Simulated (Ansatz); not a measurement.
# CH5ClO2Si2: a ladder of functionals and wavefunction methods

The task here is to estimate one member of a computed series from the others.

The runs use Ansatz 0.2.0, Gaussian basis; functionals in def2-TZVPP, the program's frozen cores in correlated methods.

Levels to be run: PBE-D4, r2SCAN-D4, PBE0-D4, B3LYP-D4, ωB97X-V, ωB97M-V, B2PLYP; CCSD(T)/def2-TZVPP; MP2/def2-QZVPP; extrapolation to the limit.

## Structure used throughout

All runs share one geometry, relaxed beforehand with PBE0-D4 in a triple-zeta def2 set.

SMILES `[SiH3]O[Si]1(Cl)CO1`, 11 atoms, charge 0, spin multiplicity 1.

Atoms are counted from 1 here; the program's logs count them from 0.

Bond lengths: Si1–O2 1.648 Å, Si1–H7 1.483 Å, Si1–H8 1.482 Å, Si1–H9 1.481 Å, O2–Si3 1.601 Å, Si3–Cl4 2.028 Å, Si3–C5 1.783 Å, Si3–O6 1.627 Å, C5–O6 1.519 Å, C5–H10 1.088 Å, C5–H11 1.087 Å. Angles: O2–Si1–H7 109.8°, O2–Si1–H8 108.3°, O2–Si1–H9 108.0°, H7–Si1–H8 110.1°, H7–Si1–H9 110.3°, H8–Si1–H9 110.2°, Si1–O2–Si3 150.2°, O2–Si3–Cl4 109.3°, O2–Si3–C5 124.6°, O2–Si3–O6 119.2°, Cl4–Si3–C5 122.5°, Cl4–Si3–O6 117.1°, C5–Si3–O6 52.7°, Si3–C5–O6 58.4°, Si3–C5–H10 122.3°, Si3–C5–H11 122.9°, O6–C5–H10 111.6°, O6–C5–H11 111.9° and more.

Geometry (Å):

```xyz
11
CH5ClO2Si2
Si    0.2362    0.0431   -2.2807
O     0.2444   -0.1726   -0.6472
Si   -0.1248    0.3406    0.8232
Cl   -1.1392    2.0910    0.6881
C    -0.1996   -0.6999    2.2697
O     0.9834    0.2169    2.0081
H    -0.2110    1.4194   -2.6045
H    -0.6911   -0.9480   -2.8765
H     1.6130   -0.1807   -2.7787
H     0.0922   -1.7474    2.2476
H    -0.7381   -0.4196    3.1716
```

The first run:

Input file in.yaml:

```yaml
crystal:
  periodic: [false, false, false]
  atoms:
    - {symbol: Si, position_ang: [0.236213, 0.043134, -2.280671]}
    - {symbol: O, position_ang: [0.244352, -0.172640, -0.647186]}
    - {symbol: Si, position_ang: [-0.124756, 0.340592, 0.823246]}
    - {symbol: Cl, position_ang: [-1.139168, 2.091023, 0.688074]}
    - {symbol: C, position_ang: [-0.199586, -0.699948, 2.269679]}
    - {symbol: O, position_ang: [0.983435, 0.216874, 2.008144]}
    - {symbol: H, position_ang: [-0.210968, 1.419429, -2.604524]}
    - {symbol: H, position_ang: [-0.691108, -0.947962, -2.876505]}
    - {symbol: H, position_ang: [1.612986, -0.180724, -2.778674]}
    - {symbol: H, position_ang: [0.092212, -1.747372, 2.247557]}
    - {symbol: H, position_ang: [-0.738111, -0.419605, 3.171559]}
basis:
  gaussian: {orbitals: def2-TZVPP}
hamiltonian: {xc: pbe, dispersion: d4}
output: {forces: true, orbitals: {seedname: orbitals}}
```

On the command line:

```bash
> ansatz run in.yaml --threads 4 --pin off --events-out ev --progress --plain --max-ram 10444MiB
```

Steps of the session up to this table: PBE-D4 (GGA); r2SCAN-D4 (meta-GGA); PBE0-D4 (hybrid); B3LYP-D4 (hybrid); ωB97X-V (range-separated); ωB97M-V (range-separated); B2PLYP (double hybrid); CCSD(T) in def2-TZVPP; MP2 in def2-QZVPP.

One table of the session follows, with a row left open; its other results are not shown here.

It belongs to the step «Atomisation energies». 

| method | atomisation energy (kJ/mol) |
| --- | --- |
| PBE-D4 | 4147.5 |
| r2SCAN-D4 | 4121.3 |
| PBE0-D4 | 4071.5 |
| B3LYP-D4 | 4077.4 |
| ωB97X-V | 4127.4 |
| ωB97M-V | 4121.2 |
| B2PLYP | 4047.2 |
| HF/def2-TZVPP | ? |
| MP2/def2-TZVPP | 4095.9 |
| CCSD/def2-TZVPP | 3920.1 |
| CCSD(T)/def2-TZVPP | 3988.1 |
| MP2/CBS | 4225.9 |
| CCSD(T)/CBS | 4118.0 |

**Question.** Estimate the row for HF/def2-TZVPP.

**Answer.** atomisation energy (kJ/mol): 2955.0. In the column «atomisation energy (kJ/mol)» it is the lowest.
